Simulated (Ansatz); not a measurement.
# C3H10OSi: one species, many methods

The task here is to estimate one member of a computed series from the others.

Computed with Ansatz 0.2.0, Gaussian basis. Level: functionals in def2-TZVPP, the program's frozen cores in correlated methods.

Plan: LDA (SPW92), PBE-D4, revPBE-D4, BLYP-D4, r2SCAN-D4, B97M-V, PBE0-D4, B3LYP-D4, r2SCANh-D4, r2SCAN0-D4, HSE06-D4, BHLYP-D4, CAM-B3LYP-D4, LC-ωPBE, ωB97X-V, ωB97M-V, B2PLYP, PBE-QIDH; CCSD(T)/def2-SVP; CCSD(T)/def2-TZVPP; MP2/def2-QZVPP; extrapolation to the limit; RPA on PBE.

## The relaxed structure

All runs share one geometry, relaxed beforehand with PBE0-D4 in a triple-zeta def2 set.

SMILES `CC(C)(O)[SiH3]`, 15 atoms, charge 0, spin multiplicity 1.

Atoms are counted from 1 here; the program's logs count them from 0.

Bond lengths: C1–C2 1.522 Å, C1–H6 1.098 Å, C1–H7 1.093 Å, C1–H8 1.092 Å, C2–C3 1.522 Å, C2–O4 1.428 Å, C2–Si5 1.905 Å, C3–H9 1.098 Å, C3–H10 1.093 Å, C3–H11 1.092 Å, O4–H12 0.964 Å, Si5–H13 1.490 Å, Si5–H14 1.486 Å, Si5–H15 1.486 Å. Angles: C2–C1–H6 110.0°, C2–C1–H7 111.6°, C2–C1–H8 111.1°, H6–C1–H7 107.5°, H6–C1–H8 108.0°, H7–C1–H8 108.5°, C1–C2–C3 110.8°, C1–C2–O4 110.2°, C1–C2–Si5 110.7°, C3–C2–O4 110.2°, C3–C2–Si5 110.7°, O4–C2–Si5 104.0°, C2–C3–H9 110.0°, C2–C3–H10 111.6°, C2–C3–H11 111.1°, H9–C3–H10 107.5°, H9–C3–H11 108.0°, H10–C3–H11 108.5° and more.

Set-up of the first run:

Input file in.yaml:

```yaml
crystal:
  periodic: [false, false, false]
  atoms:
    - {symbol: C, position_ang: [-1.030783, 0.433533, 0.993289]}
    - {symbol: C, position_ang: [-0.079502, -0.276073, 0.040723]}
    - {symbol: C, position_ang: [1.333413, -0.298060, 0.605558]}
    - {symbol: O, position_ang: [-0.532425, -1.607611, -0.208634]}
    - {symbol: Si, position_ang: [-0.106078, 0.548488, -1.676860]}
    - {symbol: H, position_ang: [-1.027114, -0.067338, 1.969884]}
    - {symbol: H, position_ang: [-0.735631, 1.473177, 1.156939]}
    - {symbol: H, position_ang: [-2.053082, 0.419136, 0.609997]}
    - {symbol: H, position_ang: [1.339655, -0.799120, 1.582045]}
    - {symbol: H, position_ang: [1.724024, 0.712121, 0.752948]}
    - {symbol: H, position_ang: [2.012199, -0.839536, -0.056453]}
    - {symbol: H, position_ang: [-0.541527, -2.083216, 0.629733]}
    - {symbol: H, position_ang: [0.350391, 1.959933, -1.540945]}
    - {symbol: H, position_ang: [0.810811, -0.166352, -2.601866]}
    - {symbol: H, position_ang: [-1.486153, 0.540318, -2.226957]}
basis:
  gaussian: {orbitals: def2-TZVPP}
hamiltonian: {xc: lda}
output: {orbitals: {seedname: orbitals}}
```

Command:

```
ansatz run in.yaml --threads 4 --pin off --events-out ev --progress --plain --max-ram 10444MiB
```

Steps of the session up to this table: LDA; PBE-D4 (GGA); revPBE-D4 (GGA); BLYP-D4 (GGA); r2SCAN-D4 (meta-GGA); B97M-V (meta-GGA); B3LYP-D4 (hybrid); r2SCANh-D4 (hybrid); r2SCAN0-D4 (hybrid); HSE06-D4 (hybrid); BHLYP-D4 (hybrid); CAM-B3LYP-D4 (range-separated); LC-ωPBE (range-separated); ωB97X-V (range-separated); ωB97M-V (range-separated); B2PLYP (double hybrid); PBE-QIDH (double hybrid).

One table of the session follows, with a row left open; its other results are not shown here.

It belongs to the step «Frontier levels by functional». 

```
  functional  HOMO (eV)  LUMO (eV)  gap (eV)
 LDA (SPW92)      -6.52      -0.47      6.05
      PBE-D4      -6.36      -0.22      6.14
   revPBE-D4      -6.29      -0.10      6.20
     BLYP-D4      -6.28      -0.18      6.10
   r2SCAN-D4      -6.71       0.30      7.00
      B97M-V      -6.93      -0.14      6.80
     PBE0-D4      -8.02       0.61      8.63
    B3LYP-D4      -7.77       0.32      8.09
  r2SCANh-D4      -7.33       0.56      7.89
  r2SCAN0-D4      -8.21       0.94      9.16
    HSE06-D4      -7.61       0.24      7.85
    BHLYP-D4      -9.28       1.31     10.59
CAM-B3LYP-D4      -9.44       1.44     10.88
     LC-ωPBE     -10.73       2.71     13.44
     ωB97X-V          ?          ?         ?
     ωB97M-V     -10.28       2.14     12.42
```

Q: Estimate the row for ωB97X-V from the others.

**Answer.** HOMO (eV): -10.41; LUMO (eV): 2.50; gap (eV): 12.92. In the column «HOMO (eV)» it lies between LC-ωPBE (-10.73) and ωB97M-V (-10.28).
